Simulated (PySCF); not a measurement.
# Tl(SH)3: other functionals and bases at one geometry

An exercise on one series of results from a longer session: the logs are not shown, and one member is left open.

The runs use PySCF 2.14.0; several levels, as the steps say, no spin–orbit coupling.

4 further runs of the same task are left out: 2 for a known fault of the program, 1 that didn't finish, 1 set aside as unsound or not needed.

### Starting geometry

7 atoms, charge 0, spin multiplicity 1.

Bond lengths: Tl1–S2 2.498 Å, Tl1–S4 2.503 Å, Tl1–S6 2.490 Å, S2–H3 1.359 Å, S4–H5 1.358 Å, S6–H7 1.358 Å. Angles: S2–Tl1–S4 121.0°, S2–Tl1–S6 118.7°, S4–Tl1–S6 120.3°, Tl1–S2–H3 92.9°, Tl1–S4–H5 92.6°, Tl1–S6–H7 92.5°.

Coordinates:

```xyz
7

Tl    0.7083   -0.2032    0.1556
S    -0.5806    0.3490    2.2225
H    -1.7182    0.6075    1.5261
S    -0.4299   -0.3715   -2.0674
H    -1.6578   -0.1638   -1.5249
S     3.1584   -0.6058    0.3456
H     3.2839   -0.8387   -0.9862
```

Formal oxidation states: Tl +3. An earlier session relaxed this geometry at TPSS, Tl def2-SVP with ECP60, S def2-SVP, H def2-SVP (singlet, point group C1).

At TPSS on the finer grid: E = -1368.604262 Eh, HOMO -6.28 eV, LUMO -3.52 eV, Mulliken charge on Tl1 +0.41 e, largest force component 0.018 eV/Å. 

Levels to run: B3LYP; HF; M06-L; r2SCAN; TPSS, TZVP; TPSS, x2c-SVP. Hardware: 2 threads of Arm Neoverse V1, shared host.

Set-up of the first run:

run.py (the lines that set the calculation)

```python
mol = gto.M(atom='''
Tl     0.70831    -0.20323     0.15562
S     -0.58058     0.34897     2.22251
H     -1.71817     0.60751     1.52607
S     -0.42993    -0.37147    -2.06736
H     -1.65783    -0.16381    -1.52485
S      3.15839    -0.60576     0.34556
H      3.28385    -0.83875    -0.98624''',
    basis={'Tl': 'def2-SVP', 'S': 'def2-SVP', 'H': 'def2-SVP'},
    ecp={'Tl': 'def2-SVP'},
    charge=0, spin=0)
mf = dft.RKS(mol, xc='B3LYP')
mf.grids.atom_grid = (75, 302)
mf = mf.density_fit()  # fitting sets: Tl def2-universal-JKFIT, S def2-universal-JKFIT, H def2-universal-JKFIT
mf.conv_tol = 1e-08; mf.max_cycle = 55
mf.kernel(dm0)  # dm0: the density of the relaxed state
```

The run is started by

```
$ OMP_NUM_THREADS=2 python run.py
```

Among the steps run: B3LYP; HF; M06-L; r2SCAN; TPSS, TZVP; TPSS, x2c-SVP.

One of the session's tables, all rows but one given; the rest of the session is left out.

```
              level  HOMO (eV)  gap (eV)  charge on Tl1 (e)  dipole (D)  largest force component (eV/Å)
TPSS (relaxed here)      -6.28      2.76               0.41        1.56                            0.02
              B3LYP      -7.05      4.10               0.37        1.49                            0.09
                 HF     -10.24     10.84               0.66        1.71                            0.79
              M06-L          ?         ?                  ?           ?                               ?
             r2SCAN      -6.46      2.94               0.43        1.67                            0.22
         TPSS, TZVP      -6.44      2.79               0.67        1.26                            0.37
      TPSS, x2c-SVP      -6.27      2.73               0.54        1.52                            0.16
```

Q: Estimate the row for M06-L from the others.

The run gave: HOMO (eV): -6.38; gap (eV): 2.93; charge on Tl1 (e): 0.62; dipole (D): 1.69; largest force component (eV/Å): 0.28. In the column «HOMO (eV)» it lies between TPSS, TZVP (-6.44) and TPSS (relaxed here) (-6.28).

In one basis the HOMO–LUMO gap runs from 2.76 eV (TPSS) to 10.84 eV (HF). The largest leftover force, 0.79 eV/Å with HF, stands at a geometry relaxed at another level. Total energies of different levels can't be compared.
